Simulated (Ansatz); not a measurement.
# P: the cost of one run

Program: Ansatz 0.2.0. Level of theory: DFT PBEsol, scalar-relativistic. These are calculated values, not measurements.

## Step 1: Starting point

Symmetry: P4/mmm, No. 123, tetragonal system. The conventional cell has a = 4.273 Å, b = 4.273 Å, c = 4.378 Å, α = 90.00°, β = 90.00°, γ = 90.00°. P (site symmetry 4/mmm) is surrounded by 6 P at 4.27 to 4.38 Å.

As a file:

```cif
data_structure
_symmetry_space_group_name_H-M 'P4/mmm'
_symmetry_Int_Tables_number 123
_cell_length_a 4.2729
_cell_length_b 4.2729
_cell_length_c 4.3780
_cell_angle_alpha 90.000
_cell_angle_beta 90.000
_cell_angle_gamma 90.000
_cell_volume 79.93
loop_
_atom_site_label
_atom_site_type_symbol
_atom_site_symmetry_multiplicity
_atom_site_Wyckoff_symbol
_atom_site_fract_x
_atom_site_fract_y
_atom_site_fract_z
_atom_site_occupancy
P1 P 1 a 0.00000 0.00000 0.00000 1
```

The file gives the conventional cell by its symmetry; the runs use the cell typed in the input.

## Step 2: The deformed structure

Space group P4/mmm before, P4/mmm after.

## Step 3: LAPW, all electrons

The input, input.yaml:

```yaml
crystal:
  lattice:
    - [4.2729048574, 0.0, 0.0]
    - [0.0, 4.2729048574, 0.0]
    - [0.0, 0.0, 4.33422]
  atoms:
    - { symbol: P, position: [0.0, 0.0, 0.0] }
kpoints:
  mp_grid: { grid: [10, 10, 9] }
  band_path:
    path:
      - [0.0, 0.0, 0.0]
      - [0.0, 0.5, 0.0]
      - [0.5, 0.5, 0.0]
      - [0.0, 0.0, 0.0]
      - [0.0, 0.0, 0.5]
      - [0.0, 0.5, 0.5]
      - [0.5, 0.5, 0.5]
      - [0.0, 0.0, 0.5]
      - [0.0, 0.5, 0.0]
    npoints: 5
scf:
  occupations: { method: fermi_dirac, width: 0.08 }
hamiltonian:
  xc: pbesol
  pseudopotentials: { kind: all_electron, lapw: { basis_error: 0.00025 } }
output:
  forces: true
  stress: true
  eigenvalues: true
```

Started as:

```console
> ansatz run input.yaml --threads 1 --pin off --max-ram 3072MiB --backend cpu --events-out ev --progress --plain --runs-dir out
```

Q: Estimate wall time and peak memory on 1 thread of Intel Xeon Platinum 8488C (Sapphire Rapids), shared host.

About 4.3 s, with a peak of 0.27 GiB.
